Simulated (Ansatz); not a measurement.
# SiGeH3 (doublet): wave-function methods side by side, cc-pVDZ

How much of the correlation energy of SiGeH3 (doublet) does each wave-function method recover here?

Computed with Ansatz 0.2.0, Gaussian basis. Level: cc-pVDZ, core rule «outside noble gas», up to 19 orbitals frozen.

The runs, in order: UHF; CCSD(T) on ROHF; CCSD(T) on UHF; BCCD(T) on ROHF; CISD; CCSDT(Q) on ROHF; CCSDT(Q) on UHF.

20 further runs of the same task are left out: 5 that didn't finish, 15 set aside as unsound or not needed.

## 1. The geometry

The geometry is a PBE0/def2-TZVP stationary point (not a proven minimum). No spin-orbit coupling is included. The filled d shell of Ge may be among the frozen orbitals whatever the setting's name suggests; the logs give the count.

5 atoms, charge 0, spin multiplicity 2.

Atoms are counted from 1 here; the program's logs count them from 0.

Bond lengths: Si1–Ge2 2.323 Å, Si1–H3 1.524 Å, Ge2–H4 1.547 Å, Ge2–H5 1.546 Å. Angles: Ge2–Si1–H3 89.7°, Si1–Ge2–H4 127.4°, Si1–Ge2–H5 123.9°, H4–Ge2–H5 106.5°.

## 2. UHF

Input file in.yaml:

```yaml
crystal:
  periodic: [false, false, false]
  atoms:
    - {symbol: Si, position_ang: [-0.029136, 0.091097, 1.686343]}
    - {symbol: Ge, position_ang: [0.012867, -0.015562, -0.633584]}
    - {symbol: H, position_ang: [0.234107, -1.409018, 1.752329]}
    - {symbol: H, position_ang: [-0.326649, -1.233564, -1.525626]}
    - {symbol: H, position_ang: [-0.022892, 1.225734, -1.554392]}
basis:
  gaussian: {orbitals: cc-pVDZ}
magnetization: {spin_polarized: true, initial_magnetization: 1}
hamiltonian: {xc: hf}
output: {orbitals: {seedname: orbitals}}
```

Launch:

```console
ansatz run in.yaml --threads 1 --pin off --events-out ev --progress --plain --max-ram 2393MiB
```

After this run come: CCSD(T) on ROHF; CCSD(T) on UHF; BCCD(T) on ROHF; CISD; CCSDT(Q) on ROHF; CCSDT(Q) on UHF.

Q: Predict the results of all the runs planned. Wanted: UCCSDT(Q) below the RHF energy; RMP2 from UCCSDT(Q); UMP2 from UCCSDT(Q); RCCSD from UCCSDT(Q); RCCSD(T) from UCCSDT(Q); UCCSD(T) from UCCSDT(Q); RCCSDT(Q) from UCCSDT(Q); T1 diagnostic.

The runs gave:

| quantity | value |
| --- | --- |
| UCCSDT(Q) below the RHF energy | -6.0123 eV |
| RMP2 from UCCSDT(Q) | +1381.0 meV |
| UMP2 from UCCSDT(Q) | +1467.1 meV |
| RCCSD from UCCSDT(Q) | +242.9 meV |
| RCCSD(T) from UCCSDT(Q) | +55.9 meV |
| UCCSD(T) from UCCSDT(Q) | +58.3 meV |
| RCCSDT(Q) from UCCSDT(Q) | +1.5 meV |
| levels within 1 kcal/mol (43 meV) | RCCSDT, UCCSDT, RCCSDT(Q) |
| T1 diagnostic | 0.037 |

In words: RCCSD(T) misses by +55.9 meV, 0.9 % of the correlation energy. These misses are within one basis, not against nature; the frozen cores of restricted and unrestricted runs differ, which can shift their rows.
